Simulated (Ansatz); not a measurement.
# C₃H₉O₂Sb: one species, many methods

The task here is to estimate one member of a computed series from the others.

Program: Ansatz 0.2.0, Gaussian basis. Level of theory: functionals in def2-TZVPP, the program's frozen cores in correlated methods. These are calculated values, not measurements.

Plan: PBE-D4, r2SCAN-D4, PBE0-D4, B3LYP-D4, ωB97X-V, ωB97M-V, B2PLYP; CCSD(T)/def2-TZVPP; MP2/def2-QZVPP; extrapolation to the limit.

### The relaxed structure

The geometry comes from an earlier relaxation with PBE0-D4 in a triple-zeta def2 set; it is a stationary point, not always the lowest conformer. Sb takes the def2 core potential; no spin-orbit term is included.

SMILES `C[O][Sb]([CH3])[O]C`, 15 atoms, charge 0, spin multiplicity 1.

Atoms are counted from 1 here; the program's logs count them from 0.

Bond lengths: C1–O2 1.408 Å, C1–H7 1.096 Å, C1–H8 1.097 Å, C1–H9 1.094 Å, O2–Sb3 1.960 Å, Sb3–C4 2.138 Å, Sb3–O5 1.967 Å, C4–H10 1.091 Å, C4–H11 1.091 Å, C4–H12 1.090 Å, O5–C6 1.407 Å, C6–H13 1.097 Å, C6–H14 1.093 Å, C6–H15 1.099 Å. Angles: O2–C1–H7 112.3°, O2–C1–H8 111.7°, O2–C1–H9 108.0°, H7–C1–H8 108.4°, H7–C1–H9 108.2°, H8–C1–H9 108.1°, C1–O2–Sb3 121.0°, O2–Sb3–C4 98.1°, O2–Sb3–O5 97.6°, C4–Sb3–O5 89.6°, Sb3–C4–H10 110.2°, Sb3–C4–H11 109.3°, Sb3–C4–H12 108.6°, H10–C4–H11 109.2°, H10–C4–H12 110.3°, H11–C4–H12 109.3°, Sb3–O5–C6 119.0°, O5–C6–H13 111.9° and more.

The first run:

in.yaml reads:

```yaml
crystal:
  periodic: [false, false, false]
  atoms:
    - {symbol: C, position_ang: [0.304199, 1.779400, -0.866478]}
    - {symbol: O, position_ang: [1.212561, 1.240555, 0.064464]}
    - {symbol: Sb, position_ang: [1.188058, -0.667640, 0.510603]}
    - {symbol: C, position_ang: [0.847269, -1.431101, -1.456744]}
    - {symbol: O, position_ang: [-0.736367, -0.821728, 0.887821]}
    - {symbol: C, position_ang: [-1.224067, -0.393970, 2.136428]}
    - {symbol: H, position_ang: [-0.715260, 1.403722, -0.718641]}
    - {symbol: H, position_ang: [0.605618, 1.564457, -1.899132]}
    - {symbol: H, position_ang: [0.290226, 2.865183, -0.736375]}
    - {symbol: H, position_ang: [1.636066, -1.097336, -2.132775]}
    - {symbol: H, position_ang: [0.841177, -2.521543, -1.423497]}
    - {symbol: H, position_ang: [-0.123052, -1.075514, -1.803600]}
    - {symbol: H, position_ang: [-1.217760, 0.699523, 2.224850]}
    - {symbol: H, position_ang: [-2.257418, -0.737802, 2.234509]}
    - {symbol: H, position_ang: [-0.651249, -0.806205, 2.978556]}
basis:
  gaussian: {orbitals: def2-TZVPP}
hamiltonian: {xc: pbe, dispersion: d4}
output: {forces: true, orbitals: {seedname: orbitals}}
```

Launch:

```
ansatz run in.yaml --threads 2 --pin off --events-out ev --progress --plain --max-ram 32768MiB --backend cuda --devices 0, --max-vram 18GiB
```

Steps of the session up to this table: PBE-D4 (GGA); r2SCAN-D4 (meta-GGA); PBE0-D4 (hybrid); B3LYP-D4 (hybrid); ωB97X-V (range-separated); ωB97M-V (range-separated); B2PLYP (double hybrid); CCSD(T) in def2-TZVPP; MP2 in def2-QZVPP.

One table of the session follows, with a row left open; its other results are not shown here.

It belongs to the step «Atomisation energies». 

| method | atoms, summed (eV) | atomisation energy (eV) |
| --- | --- | --- |
| PBE-D4 | -13826.411 | 57.901 |
| r2SCAN-D4 | -13834.962 | 56.670 |
| PBE0-D4 | ? | ? |
| B3LYP-D4 | -13839.280 | 56.773 |
| ωB97X-V | -13833.355 | 56.879 |
| ωB97M-V | -13832.087 | 56.688 |
| B2PLYP | -13825.568 | 56.022 |
| HF/def2-TZVPP | -13782.138 | 39.687 |
| MP2/def2-TZVPP | -13803.013 | 55.847 |
| CCSD/def2-TZVPP | -13805.409 | 54.232 |
| CCSD(T)/def2-TZVPP | -13805.894 | 55.161 |
| MP2/CBS | -13816.668 | 57.532 |
| CCSD(T)/CBS | -13819.549 | 56.847 |

**Question.** Estimate the row for PBE0-D4.

The run gave: atoms, summed (eV): -13828.431; atomisation energy (eV): 56.540. In the column «atoms, summed (eV)» it lies between ωB97M-V (-13832.087) and PBE-D4 (-13826.411).

Limits of these values: Free atoms (3 C, 2 O, 1 Sb, 9 H) were run apart at each level; the atomisation energy is their sum less the molecule, without zero-point or spin-orbit terms.
